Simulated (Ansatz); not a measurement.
# C2H3I, SMILES C=CI: the interaction energy of a dimer with the counterpoise correction

With Ansatz 0.2.0 through its Python package.

Typed at the interpreter:
```pycon
>>> import ansatz as az
>>> BASIS = 'def2-SVP'
>>> XC = 'pbe0'
>>> DISPERSION = 'd4'
>>> FIRST = [
...     ('C', (-0.6236, 0.0745, -0.454)),
...     ('C', (0.3671, 0.1598, 0.4055)),
...     ('I', (1.8559, -1.3181, 0.607)),
...     ('H', (-0.7466, -0.7612, -1.1213)),
...     ('H', (-1.3607, 0.8584, -0.5178)),
...     ('H', (0.5079, 0.9866, 1.0805)),
... ]
>>> SECOND = [
...     ('C', (1.2319, 3.8216, 1.0687)),
...     ('C', (0.4307, 4.5687, 0.3426)),
...     ('I', (-0.3303, 6.4229, 0.9939)),
...     ('H', (1.5596, 4.1047, 2.0543)),
...     ('H', (1.5938, 2.8797, 0.6895)),
...     ('H', (0.0921, 4.304, -0.6445)),
... ]
>>> def energy(atoms, ghosts=()):
...     molecule = az.Crystal.molecule()
...     for symbol, xyz in atoms:
...         molecule = molecule.atom(symbol, xyz)
...     calc = (
...         molecule.calculation()
...         .basis(gaussian=BASIS)
...         .functional(XC, dispersion=DISPERSION)
...     )
...     deck = calc.input()
...     if ghosts:
...         deck = deck.set(az.key.basis.gaussian.ghost_atoms, [{'symbol': s, 'position_ang': list(xyz)} for s, xyz in ghosts])
...     return az.Session.from_dict(deck).plan().execute().report['free_energy_ev']
...
>>> # monomers in their own basis and in the basis of the dimer
>>> both = energy(FIRST + SECOND)
>>> alone = energy(FIRST) + energy(SECOND)
>>> ghosted = energy(FIRST, SECOND) + energy(SECOND, FIRST)
>>> print(f'dimer {both:.6f} eV')
dimer -20438.118765 eV
>>> print(f'interaction, uncorrected   {(both - alone):8.3f} eV')
interaction, uncorrected     -0.049 eV
>>> print(f'interaction, counterpoise  {(both - ghosted):8.3f} eV')
interaction, counterpoise    -0.037 eV
>>> print(f'basis-set superposition    {(alone - ghosted):8.3f} eV')
basis-set superposition       0.012 eV
```

Uncorrected it is -0.049 eV, with the counterpoise correction -0.037 eV; the difference, 0.01 eV, is the superposition error.

Caveats:
- Total energies depend on the basis set; only differences at equal settings carry meaning.
- The dimer is a generated trial pose of unrelaxed monomers, not a minimum, so the figure is no binding energy, and the basis set is small.
- def2 sets replace the cores of elements past krypton by effective core potentials.
- The whole script took 14 s on 1 thread of Intel(R) Xeon(R) Processor @ 2.30GHz, with other jobs on the host, peak memory 0.46 GiB.
